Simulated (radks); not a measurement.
**Filling a jellium sphere with rs = 3.56 bohr: electrons 6 to 10**

Which level does each new electron take in a jellium sphere with rs = 3.56 bohr, and at which counts is the cluster hardest to charge further? Each count tries a few candidate levels and keeps the lowest. The background charge grows with the count, so each cluster is neutral; its cation and anion are computed too.

Program: radks, version 2. Model: non-relativistic spin-polarised Kohn-Sham, PBEsol, spherically averaged shells. All values are calculated.

## Step 1: The system

```
well                     : a jellium sphere with rs = 3.56 bohr
functional               : PBEsol
levels                   : named by radial order: 1s, 1p, 1d, 2s, 1f and so on
units                    : hartree and bohr; summary energies in eV
configuration carried in : 1s2 1p(up 3, down 0) (N = 5, energy -0.289378)
```

Further steps of the session: Electron number 6; N = 7; 8 electrons; N = 9; 10 electrons.

Q: Predict the outcome of this session. Wanted: closed shells at N; largest second difference; most unpaired electrons; ionisation energies; configuration at N = 10.

The runs gave:

| quantity | value |
| --- | --- |
| closed shells at N | 8 |
| largest second difference | 1.46 eV at N = 8 (of N = 6 to 9) |
| most unpaired electrons | 2 at N = 6 and 10 |
| ionisation energies | 3.57 to 5.11 eV |
| configuration at N = 10 | 1s2 1p6 1d(up 2, down 0) |

In words: Shells close at N = 8, and the second difference peaks there. The largest moment in range is 2, first at N = 6: exchange favours parallel spins in open shells. The anion gave no bound, converged state at N = 6, 8, 9 and 10. The ions keep the filling of the neutral cluster, less or plus one electron, without a search of their own. Spherical averaging forbids deformation, and the greedy search can miss a lower configuration.
